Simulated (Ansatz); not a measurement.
**C2H7BZn: up Jacob's ladder to CCSD(T)**

An exercise on one series of results from a longer session: the logs are not shown, and one member is left open.

Program: Ansatz 0.2.0, Gaussian basis. Level of theory: functionals in def2-TZVPP, the program's frozen cores in correlated methods. These are calculated values, not measurements.

The runs, in order: PBE-D4, r2SCAN-D4, PBE0-D4, B3LYP-D4, ωB97X-V, ωB97M-V, B2PLYP; CCSD(T)/def2-TZVPP; MP2/def2-QZVPP; extrapolation to the limit.

## Structure used throughout

All runs share one geometry, relaxed beforehand with PBE0-D4 in a triple-zeta def2 set.

SMILES `B[CH](C)[ZnH]`, 11 atoms, charge 0, spin multiplicity 1.

Atoms are counted from 1 here; the program's logs count them from 0.

Bond lengths: B1–C2 1.486 Å, B1–H5 1.207 Å, B1–H6 1.204 Å, C2–C3 1.514 Å, C2–Zn4 2.064 Å, C2–H7 1.097 Å, C3–H8 1.095 Å, C3–H9 1.095 Å, C3–H10 1.092 Å, Zn4–H11 1.543 Å. Angles: C2–B1–H5 119.9°, C2–B1–H6 121.0°, H5–B1–H6 118.7°, B1–C2–C3 125.3°, B1–C2–Zn4 81.4°, B1–C2–H7 118.0°, C3–C2–Zn4 110.3°, C3–C2–H7 113.4°, Zn4–C2–H7 96.7°, C2–C3–H8 114.1°, C2–C3–H9 109.7°, C2–C3–H10 111.2°, H8–C3–H9 106.2°, H8–C3–H10 108.1°, H9–C3–H10 107.1°, C2–Zn4–H11 168.4°.

Set-up of the first run:

Input file in.yaml:

```yaml
crystal:
  periodic: [false, false, false]
  atoms:
    - {symbol: B, position_ang: [-0.434656, 1.286903, -0.495162]}
    - {symbol: C, position_ang: [-0.366332, 0.104264, 0.402027]}
    - {symbol: C, position_ang: [0.880609, -0.389925, 1.103783]}
    - {symbol: Zn, position_ang: [-0.616708, -0.885077, -1.391670]}
    - {symbol: H, position_ang: [-1.503116, 1.667429, -0.909084]}
    - {symbol: H, position_ang: [0.567085, 1.800204, -0.923634]}
    - {symbol: H, position_ang: [-1.296196, -0.242121, 0.870528]}
    - {symbol: H, position_ang: [0.950734, -1.480592, 1.176286]}
    - {symbol: H, position_ang: [0.899038, -0.013480, 2.132023]}
    - {symbol: H, position_ang: [1.783763, -0.023348, 0.610590]}
    - {symbol: H, position_ang: [-0.798919, -1.881356, -2.555187]}
basis:
  gaussian: {orbitals: def2-TZVPP}
hamiltonian: {xc: pbe, dispersion: d4}
output: {forces: true, orbitals: {seedname: orbitals}}
```

Launch:

```sh
$ ansatz run in.yaml --threads 4 --pin off --events-out ev --progress --plain --max-ram 10444MiB
```

Steps of the session up to this table: PBE-D4 (GGA); r2SCAN-D4 (meta-GGA); PBE0-D4 (hybrid); B3LYP-D4 (hybrid); ωB97X-V (range-separated); ωB97M-V (range-separated); B2PLYP (double hybrid); CCSD(T) in def2-TZVPP; MP2 in def2-QZVPP.

One of the session's tables, all rows but one given; the rest of the session is left out.

It belongs to the step «Atomisation energies». 

| method | atomisation energy (kJ/mol) |
| --- | --- |
| PBE-D4 | 3737.2 |
| r2SCAN-D4 | 3722.4 |
| PBE0-D4 | 3710.6 |
| B3LYP-D4 | 3683.8 |
| ωB97X-V | ? |
| ωB97M-V | 3702.2 |
| B2PLYP | 3650.5 |
| HF/def2-TZVPP | 2815.1 |
| MP2/def2-TZVPP | 3645.9 |
| CCSD/def2-TZVPP | 3564.2 |
| CCSD(T)/def2-TZVPP | 3607.6 |
| MP2/CBS | 3712.6 |
| CCSD(T)/CBS | 3674.2 |

**Question.** Estimate the row for ωB97X-V.

As computed: atomisation energy (kJ/mol): 3699.8. In the column «atomisation energy (kJ/mol)» it lies between B3LYP-D4 (3683.8) and ωB97M-V (3702.2).
